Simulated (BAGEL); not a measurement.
# GeN2H5 (SMILES [NH][GeH2][NH2]): ROHF/def2-SVPD (density fitting with qzvpp-jkfit)

What is the energy change on altering one bond length of GeN2H5 at ROHF/def2-SVPD (density fitting with qzvpp-jkfit)? 

Program for the calculation: BAGEL 1.2.2.

2 further runs of the same task are left out: 2 that didn't finish. Runs told in other sessions of the task aren't counted.

**1. The structure to begin with**

GeN2H5: 8 atoms, total charge 0, spin state doublet. As SMILES, `[NH][GeH2][NH2]`. The shape is that of a PBE0-D4/def2-TZVP optimisation. This is one conformer, not always the lowest.

Bond lengths: N1–Ge2 1.861 Å, Ge2–N3 1.829 Å, N1–H4 1.025 Å, Ge2–H5 1.552 Å, Ge2–H6 1.541 Å, N3–H7 1.011 Å, N3–H8 1.010 Å. Angles: N1–Ge2–N3 104.2°, N1–Ge2–H5 105.7°, N1–Ge2–H6 114.1°, N3–Ge2–H5 115.8°, N3–Ge2–H6 107.4°, Ge2–N1–H4 109.3°, Ge2–N3–H7 113.9°, Ge2–N3–H8 115.2°, H5–Ge2–H6 109.8°, H7–N3–H8 109.1°.

**2. The energy at ROHF/def2-SVPD (density fitting with qzvpp-jkfit)**

calc.json

```json
{ "bagel": [

{
  "title": "molecule",
  "basis": "def2-svpd.json",
  "df_basis": "qzvpp-jkfit",
  "angstrom": true,
  "geometry": [
    { "atom": "N", "xyz": [      -1.696200,      -0.133000,      -0.510200 ] },
    { "atom": "Ge", "xyz": [       0.044800,       0.440000,      -0.185400 ] },
    { "atom": "N", "xyz": [       0.758300,      -0.869000,       0.874100 ] },
    { "atom": "H", "xyz": [      -2.241700,       0.643600,      -0.898100 ] },
    { "atom": "H", "xyz": [       0.698700,       0.607500,      -1.583100 ] },
    { "atom": "H", "xyz": [       0.135600,       1.765700,       0.595000 ] },
    { "atom": "H", "xyz": [       0.680200,      -1.798300,       0.484200 ] },
    { "atom": "H", "xyz": [       1.712300,      -0.713500,       1.167600 ] }
  ]
},

{ "title": "rohf", "nopen": 1 },

{ "title": "print", "file": "orbitals.molden", "orbitals": true }

]}
```

The basis set def2-SVPD is read from a file made from the Basis Set Exchange's data (not shown).

On the command line:

```sh
$ BAGEL_NUM_THREADS=1 BAGEL calc.json > calc.out
```

The program printed:

```text
* using 1 threads per process

  ===============================================================
  ===============================================================

  *** Geometry ***

  { "atom" : "N", "xyz" : [     -3.205353,     -0.251334,     -0.964138 ] },
  { "atom" : "Ge", "xyz" : [      0.084660,      0.831479,     -0.350355 ] },
  { "atom" : "N", "xyz" : [      1.432979,     -1.642172,      1.651810 ] },
  { "atom" : "H", "xyz" : [     -4.236199,      1.216228,     -1.697163 ] },
  { "atom" : "H", "xyz" : [      1.320352,      1.148009,     -2.991625 ] },
  { "atom" : "H", "xyz" : [      0.256247,      3.336689,      1.124387 ] },
  { "atom" : "H", "xyz" : [      1.285392,     -3.398294,      0.915005 ] },
  { "atom" : "H", "xyz" : [      3.235778,     -1.348320,      2.206444 ] },

  Number of auxiliary basis functions:      510

  Since a DF basis is specified, we compute 2- and 3-index integrals:
    o Being stored without compression. Storage requirement is 0.057 GB

  Number of basis functions:      118
  Number of electrons      :       51

    * METHOD: MOLECULE                             0.32

  *** Open-shell HF ***

  === Nuclear Repulsion ===
   201.4552582424

      * DIIS with orbital gradients will be used.

  === ROHF iteration (def2-svpd.json) ===
      0      -2186.40592830          0.04108045           0.23
      1      -2186.58156498          0.03539591           0.24
      2      -2186.71126772          0.02135829           0.24
      3      -2186.79600866          0.00239254           0.24
      4      -2186.79945546          0.00078690           0.23
      5      -2186.79989544          0.00031298           0.22
      6      -2186.79996331          0.00011474           0.23
      7      -2186.79997902          0.00005610           0.22
      8      -2186.79998257          0.00002832           0.22
      9      -2186.79998407          0.00001175           0.23
     10      -2186.79998434          0.00000372           0.22
     11      -2186.79998448          0.00000238           0.23
     12      -2186.79998451          0.00000179           0.23
     13      -2186.79998453          0.00000150           0.23
     14      -2186.79998455          0.00000111           0.23
     15      -2186.79998456          0.00000069           0.23
     16      -2186.79998456          0.00000034           0.23
     17      -2186.79998455          0.00000018           0.23
     18      -2186.79998455          0.00000011           0.23
     19      -2186.79998455          0.00000006           0.23
     20      -2186.79998455          0.00000003           0.23
     21      -2186.79998455          0.00000001           0.23
     22      -2186.79998455          0.00000001           0.23
    * SCF iteration converged.

    * S^2 (ROHF) is 0.7500

    * Permanent dipole moment:
           (   -0.551732,    -0.449049,     0.330136) a.u.

    * METHOD: ROHF                                 5.58

    * METHOD: PRINT                                0.03

  ===============================================================
```

Run time: 6.3 s. Hardware: 1 thread of Arm Neoverse V1, shared host; peak memory 0.17 GiB.

**3. The distorted shape at the same level**

calc.json

```json
{ "bagel" : [

{
  "title" : "molecule",
  "basis" : "def2-svpd.json",
  "df_basis" : "qzvpp-jkfit",
  "angstrom" : true,
  "geometry" : [
    { "atom" : "N", "xyz" : [   -1.672773,    0.145751,   -0.393246 ] },
    { "atom" : "Ge", "xyz" : [    0.068227,    0.718751,   -0.068446 ] },
    { "atom" : "N", "xyz" : [    0.781727,   -0.590249,    0.991054 ] },
    { "atom" : "H", "xyz" : [   -2.218273,    0.922351,   -0.781146 ] },
    { "atom" : "H", "xyz" : [    0.722127,    0.886251,   -1.466146 ] },
    { "atom" : "H", "xyz" : [    0.159027,    2.044451,    0.711954 ] },
    { "atom" : "H", "xyz" : [    0.680200,   -1.798300,    0.484200 ] },
    { "atom" : "H", "xyz" : [    1.735727,   -0.434749,    1.284554 ] }
  ]
},
{ "title" : "rohf", "nopen" : 1 },
{ "title" : "print", "file" : "orbitals.molden", "orbitals" : true }

]}
```

The basis set def2-SVPD is read from a file made from the Basis Set Exchange's data (not shown).

On the command line:

```sh
$ BAGEL_NUM_THREADS=1 BAGEL calc.json > calc.out
```

The program printed:

```text
* using 1 threads per process

  ===============================================================
  ===============================================================

  *** Geometry ***

  { "atom" : "N", "xyz" : [     -3.161083,      0.275429,     -0.743127 ] },
  { "atom" : "Ge", "xyz" : [      0.128930,      1.358243,     -0.129344 ] },
  { "atom" : "N", "xyz" : [      1.477250,     -1.115409,      1.872821 ] },
  { "atom" : "H", "xyz" : [     -4.191928,      1.742991,     -1.476152 ] },
  { "atom" : "H", "xyz" : [      1.364622,      1.674772,     -2.770614 ] },
  { "atom" : "H", "xyz" : [      0.300517,      3.863452,      1.345398 ] },
  { "atom" : "H", "xyz" : [      1.285392,     -3.398294,      0.915005 ] },
  { "atom" : "H", "xyz" : [      3.280049,     -0.821557,      2.427455 ] },

  Number of auxiliary basis functions:      510

  Since a DF basis is specified, we compute 2- and 3-index integrals:
    o Being stored without compression. Storage requirement is 0.057 GB

  Number of basis functions:      118
  Number of electrons      :       51

    * METHOD: MOLECULE                             0.32

  *** Open-shell HF ***

  === Nuclear Repulsion ===
   199.9029633096

      * DIIS with orbital gradients will be used.

  === ROHF iteration (def2-svpd.json) ===
      0      -2186.34806420          0.04023227           0.24
      1      -2186.50921097          0.03656536           0.25
      2      -2186.64417427          0.02301589           0.25
      3      -2186.74545456          0.00267272           0.24
      4      -2186.74981485          0.00088843           0.25
      5      -2186.75036742          0.00037527           0.24
      6      -2186.75045358          0.00012561           0.27
      7      -2186.75047111          0.00006551           0.28
      8      -2186.75047510          0.00004186           0.26
      9      -2186.75047776          0.00002425           0.26
     10      -2186.75047869          0.00001397           0.26
     11      -2186.75047931          0.00001080           0.25
     12      -2186.75047970          0.00000878           0.26
     13      -2186.75048010          0.00000605           0.25
     14      -2186.75048030          0.00000313           0.25
     15      -2186.75048029          0.00000141           0.27
     16      -2186.75048025          0.00000083           0.27
     17      -2186.75048024          0.00000051           0.25
     18      -2186.75048024          0.00000031           0.26
     19      -2186.75048024          0.00000020           0.25
     20      -2186.75048024          0.00000009           0.25
     21      -2186.75048024          0.00000005           0.25
     22      -2186.75048024          0.00000004           0.25
     23      -2186.75048024          0.00000003           0.25
     24      -2186.75048024          0.00000003           0.25
     25      -2186.75048024          0.00000002           0.24
     26      -2186.75048024          0.00000001           0.23
    * SCF iteration converged.

    * S^2 (ROHF) is 0.7500

    * Permanent dipole moment:
           (   -0.539779,    -0.417275,     0.338805) a.u.

    * METHOD: ROHF                                 7.10

    * METHOD: PRINT                                0.04

  ===============================================================
```

Wall time 7.8 s (1 thread of Arm Neoverse V1, shared host); peak memory 0.17 GiB.

**4. Results**

Level: ROHF/def2-SVPD (density fitting with qzvpp-jkfit).

| quantity | value |
| --- | --- |
| first shape: total energy | -2186.79998 Eh |
| first shape: dipole moment | 1.99 D |
| first shape: ⟨S²⟩ | 0.750 |
| distorted shape: total energy | -2186.75048 Eh |
| distorted shape: dipole moment | 1.94 D |
| distorted shape: ⟨S²⟩ | 0.750 |
| energy change with the N3–H7 bond stretched from 1.011 to 1.314 Å | 1.347 eV |

In words: With the N3–H7 bond stretched from 1.011 to 1.314 Å the energy rises by 1.35 eV (31 kcal/mol). The first shape isn't relaxed at this level, so the change isn't measured from a minimum.
